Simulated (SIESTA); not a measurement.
# SiNi (Pnma) in SIESTA: reference runs, part 2 of 2

SIESTA 5.4.2.

### 3 Single point, PBEsol, collinear spin, ferromagnetic start (atoms moved at random, drawn with an rms of 0.05 Å)

The input, SiNi.fdf:

```
SystemName                      SiNi
SystemLabel                     SiNi
NumberOfSpecies                 2
NumberOfAtoms                   8
%block ChemicalSpeciesLabel
  1  28 Ni
  2  14 Si
%endblock ChemicalSpeciesLabel

LatticeConstant                 1.0 Ang
%block LatticeVectors
     5.1731000000     0.0000000000     0.0000000000
     0.0000000000     3.3381000000     0.0000000000
     0.0000000000     0.0000000000     5.6049000000
%endblock LatticeVectors
AtomicCoordinatesFormat         Fractional
%block AtomicCoordinatesAndAtomicSpecies
     0.9994200000     0.7498140000     0.8100820000  1  Ni
     0.5168050000     0.2451200000     0.3149230000  1  Ni
     0.4947760000     0.7579200000     0.6882770000  1  Ni
     0.0033380000     0.2447090000     0.1871000000  1  Ni
     0.6753810000     0.2391400000     0.9257740000  2  Si
     0.8270010000     0.7642800000     0.4096410000  2  Si
     0.1790380000     0.2510280000     0.5853490000  2  Si
     0.3253720000     0.7554800000     0.0834590000  2  Si
%endblock AtomicCoordinatesAndAtomicSpecies

%block kgrid.MonkhorstPack
    5   0   0  0.0
    0   8   0  0.0
    0   0   5  0.0
%endblock kgrid.MonkhorstPack
XC.Functional                   GGA
XC.Authors                      PBEsol
PAO.BasisSize                   DZP
PAO.EnergyShift                 0.003 Ry
Mesh.Cutoff                     800 Ry
Spin                            polarized
%block DM.InitSpin
    1   1.000
    2   1.000
    3   1.000
    4   1.000
    5   0.000
    6   0.000
    7   0.000
    8   0.000
%endblock DM.InitSpin
OccupationFunction              FD
ElectronicTemperature           0.05 eV
MaxSCFIterations                200
SCF.MustConverge                false
SCF.Mixer.Method                Pulay
SCF.Mixer.Weight                0.1
SCF.Mixer.History               10
SCF.DM.Tolerance                5.0e-05
SCF.H.Tolerance                 1.0e-03 eV
WriteForces                     true
Charge.Mulliken                 end
%block PAO.Basis
  Ni 5
  n=3 0 2
    2.437 0.000
  n=4 0 2
    7.067 0.000
  n=3 1 2
    2.721 0.000
  n=4 1 1
    7.067
  n=3 2 2
    4.466 0.000
%endblock PAO.Basis
```

Potentials or basis: PseudoDojo 0.4 standard (PBEsol files), DZP (energy shift 0.003 Ry; two zetas on semicore shells).

Command:

```
siesta < SiNi.fdf > SiNi.out 2>&1
```

SiNi.out:

```text
Version         : 5.4.2

[... 6 lines left out ...]
 NOTE: Please see the manual for full details and compatibility measures.

reinit: Reading from standard input
reinit: Dumping input in INPUT_TMP.49245
************************** Dump of input data file ****************************
SystemName                      SiNi
SystemLabel                     SiNi
NumberOfSpecies                 2
NumberOfAtoms                   8
%block ChemicalSpeciesLabel
  1  28 Ni
  2  14 Si
%endblock ChemicalSpeciesLabel
LatticeConstant                 1.0 Ang
%block LatticeVectors
     5.1731000000     0.0000000000     0.0000000000
     0.0000000000     3.3381000000     0.0000000000
     0.0000000000     0.0000000000     5.6049000000
%endblock LatticeVectors
AtomicCoordinatesFormat         Fractional
%block AtomicCoordinatesAndAtomicSpecies
     0.9994200000     0.7498140000     0.8100820000  1  Ni
     0.5168050000     0.2451200000     0.3149230000  1  Ni
     0.4947760000     0.7579200000     0.6882770000  1  Ni
     0.0033380000     0.2447090000     0.1871000000  1  Ni
     0.6753810000     0.2391400000     0.9257740000  2  Si
     0.8270010000     0.7642800000     0.4096410000  2  Si
     0.1790380000     0.2510280000     0.5853490000  2  Si
     0.3253720000     0.7554800000     0.0834590000  2  Si
%endblock AtomicCoordinatesAndAtomicSpecies
%block kgrid.MonkhorstPack
    5   0   0  0.0
    0   8   0  0.0
    0   0   5  0.0
%endblock kgrid.MonkhorstPack
[... 799 lines left out ...]
   4  8.753   0.963   0.016  -0.274   0.160   0.990   0.990   0.990   0.016
              0.017   0.017   0.168   0.188   0.180   0.958   0.934   0.986

              0.967   0.988  -0.095  -0.101  -0.105  -0.096  -0.105

Species: Si
Atom  Qatom  Qorb
               3s      3s      3py     3pz     3px     3py     3pz     3px
               3Pdxy   3Pdyz   3Pdz2   3Pdxz   3Pdx2-y2
   5  2.246   0.549   0.102   0.240   0.404   0.226   0.138   0.052   0.154
              0.089   0.072   0.076   0.078   0.067
   6  2.249   0.547   0.102   0.267   0.370   0.226   0.131   0.065   0.155
              0.088   0.072   0.075   0.079   0.071
   7  2.250   0.550   0.101   0.271   0.384   0.239   0.126   0.055   0.145
              0.087   0.070   0.075   0.077   0.069
   8  2.235   0.549   0.101   0.240   0.392   0.217   0.140   0.056   0.162
              0.088   0.070   0.074   0.079   0.068

mulliken: Qtot =       44.000

mulliken: Spin DOWN

Species: Ni
Atom  Qatom  Qorb
               3s      3s      4s      4s      3py     3pz     3px     3py
               3pz     3px     4py     4pz     4px     3dxy    3dyz    3dz2
               3dxz    3dx2-y2 3dxy    3dyz    3dz2    3dxz    3dx2-y2
   1  8.758   0.963   0.016  -0.249   0.147   0.990   0.990   0.990   0.016
              0.017   0.017   0.167   0.185   0.181   0.960   0.930   0.984

              0.964   0.983  -0.093  -0.099  -0.103  -0.094  -0.103
   2  8.754   0.963   0.016  -0.268   0.157   0.990   0.990   0.990   0.017
              0.017   0.017   0.171   0.187   0.178   0.951   0.937   0.975
[... 5 lines left out ...]
              0.968   0.985  -0.091  -0.100  -0.101  -0.096  -0.103
   4  8.753   0.963   0.016  -0.274   0.160   0.990   0.990   0.990   0.016
              0.017   0.017   0.168   0.188   0.180   0.958   0.934   0.986

              0.967   0.988  -0.095  -0.101  -0.105  -0.096  -0.105

Species: Si
Atom  Qatom  Qorb
               3s      3s      3py     3pz     3px     3py     3pz     3px
               3Pdxy   3Pdyz   3Pdz2   3Pdxz   3Pdx2-y2
   5  2.246   0.549   0.102   0.240   0.404   0.226   0.138   0.052   0.154
              0.089   0.072   0.076   0.078   0.067
   6  2.249   0.547   0.102   0.267   0.370   0.226   0.131   0.065   0.155
              0.088   0.072   0.075   0.079   0.071
   7  2.250   0.550   0.101   0.271   0.384   0.239   0.126   0.055   0.145
              0.087   0.070   0.075   0.077   0.069
   8  2.235   0.549   0.101   0.240   0.392   0.217   0.140   0.056   0.162
              0.088   0.070   0.074   0.079   0.068

mulliken: Qtot =       44.000

Mulliken Atomic Populations:
Atom #   charge [q] valence [e]      Sz [e]  Species
     1     0.484014   17.515986    0.000068  Ni
     2     0.492839   17.507161   -0.000043  Ni
     3     0.487994   17.512006    0.000179  Ni
     4     0.494635   17.505365   -0.000158  Ni
     5    -0.492063    4.492063   -0.000036  Si
     6    -0.497496    4.497496   -0.000005  Si
     7    -0.500222    4.500222   -0.000043  Si
     8    -0.469701    4.469701    0.000011  Si
 Total    -0.000000               -0.000027

Job completed
```

Run time: 11 min. Hardware: 1 thread of Arm Neoverse V1, shared host; peak memory 0.76 GiB.

What came out:

```yaml
Free_energy: -18711.1845 eV
Pressure: -3.7 GPa
Largest_force: 0.976 eV/Å
Band_gap_on_the_k_mesh: none (metal or under the smearing width)
Net_moment: 0.00 μB per cell
```

Forces on the atoms (eV/Å):
```
Ni  -0.495 -0.044  0.185
Ni  -0.529  0.405  0.102
Ni   0.160 -0.376 -0.053
Ni   0.834  0.491 -0.131
Si   0.201  0.458 -0.684
Si  -0.301 -0.685  0.618
Si   0.321  0.050 -0.201
Si  -0.191 -0.299  0.164
```

Caveat: short orbitals over semicore shells can move pressures by several GPa; the basis of atomic orbitals isn't converged, which shifts pressures, moduli and gaps.
